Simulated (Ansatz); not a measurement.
Geometry optimisation, Ansatz 0.2.0, DFT PBE, scalar-relativistic, plane waves, PAW.

input.yaml

```yaml
crystal:
  lattice:
    - [8.46, 0.0, 0.0]
    - [0.0, 8.46, 0.0]
    - [0.0, 0.0, 8.46]
  atoms:
    - { symbol: Na, position: [0.0, 0.0, 0.0] }
    - { symbol: Na, position: [0.5, 0.0, 0.0] }
    - { symbol: Na, position: [0.0, 0.5, 0.0] }
    - { symbol: Na, position: [0.0, 0.0, 0.5] }
    - { symbol: Na, position: [0.25, 0.25, 0.25] }
    - { symbol: Na, position: [0.5, 0.5, 0.0] }
    - { symbol: Na, position: [0.5, 0.0, 0.5] }
    - { symbol: Na, position: [0.75, 0.25, 0.25] }
    - { symbol: Na, position: [0.0, 0.5, 0.5] }
    - { symbol: Na, position: [0.25, 0.75, 0.25] }
    - { symbol: Na, position: [0.25, 0.25, 0.75] }
    - { symbol: Na, position: [0.5, 0.5, 0.5] }
    - { symbol: Na, position: [0.75, 0.75, 0.25] }
    - { symbol: Na, position: [0.75, 0.25, 0.75] }
    - { symbol: Na, position: [0.25, 0.75, 0.75] }
    - { symbol: Na, position: [0.75, 0.75, 0.75] }
    - { symbol: Li, position: [0.1326856, -0.00060204, 0.24785668] }
basis:
  ecutwfc: 420.0
kpoints:
  mp_grid: { grid: [2, 2, 2] }
hamiltonian:
  xc: pbe
scf:
  occupations: { method: gaussian, width: 0.05 }
  lower_state_search: "off"
relax:
  f_tol: 0.03
  max_steps: 60
  adjacent_minimum: "off"
output:
  write_density: true
  write_potential: true
  elf: true
  volumetric_format: npy
```

Run as:

```bash
$ ansatz run input.yaml --threads 4 --pin off --max-ram 10240MiB --backend cpu --events-out ev --progress --plain --runs-dir out
```

Question: Where does it end, and by what steps?

Answer: It converged. The force dipped under the threshold on the way, but the program's further checks kept it going. Limits of this set-up: coarse k mesh, a small cell, in which the defect meets its images, a typed lattice constant that wasn't relaxed here. After 12 steps the energy has fallen by 1.030 eV; Na1 moved furthest, 0.96 Å. Parted: Na1–Na5 (3.66 → 4.71 Å), Na1–Na10 (3.66 → 4.88 Å).

| step | energy less start (eV) | largest force component (eV/Å) | accepted |
| --- | --- | --- | --- |
| 0 | 0.0000 | 1.022 | yes |
| 1 | -0.6201 | 0.571 | yes |
| 2 | -0.9119 | 0.170 | yes |
| 3 | -0.9821 | 0.012 | yes |
| 4 | -0.9821 | 0.012 | yes |
| 5 | -0.9843 | 0.016 | yes |
| 6 | -0.9854 | 0.014 | yes |
| 7 | -0.9863 | 0.019 | yes |
| 8 | -0.9887 | 0.031 | yes |
| 9 | -0.9978 | 0.053 | yes |
| 10 | -1.0121 | 0.040 | yes |
| 11 | -1.0222 | 0.031 | yes |
| 12 | -1.0299 | 0.023 | yes |

```xyz
17
Lattice="8.4600 0.0000 0.0000 0.0000 8.4600 0.0000 0.0000 0.0000 8.4600" Properties=species:S:1:pos:R:3
Na -0.716 -0.125 -0.622
Na 4.280 0.063 0.328
Na -0.144 4.454 -0.006
Na 0.227 -0.062 4.399
Na 2.044 2.508 2.145
Na 4.568 4.176 0.190
Na 3.947 0.117 3.995
Na 6.752 1.934 2.160
Na 0.061 4.339 4.496
Na 2.356 5.912 2.299
Na 2.044 1.989 6.766
Na 4.355 4.055 4.172
Na 6.582 6.547 2.241
Na 6.177 2.087 6.151
Na 2.226 6.499 6.720
Na 5.934 6.408 6.072
Li 1.192 -0.148 1.352
```

Whether the end is a true minimum wasn't checked by a vibrational analysis.

Time of the run: 50 s on 4 threads of Intel(R) Xeon(R) Platinum 8488C (Sapphire Rapids), with other jobs on the host, peak memory 1.4 GiB.
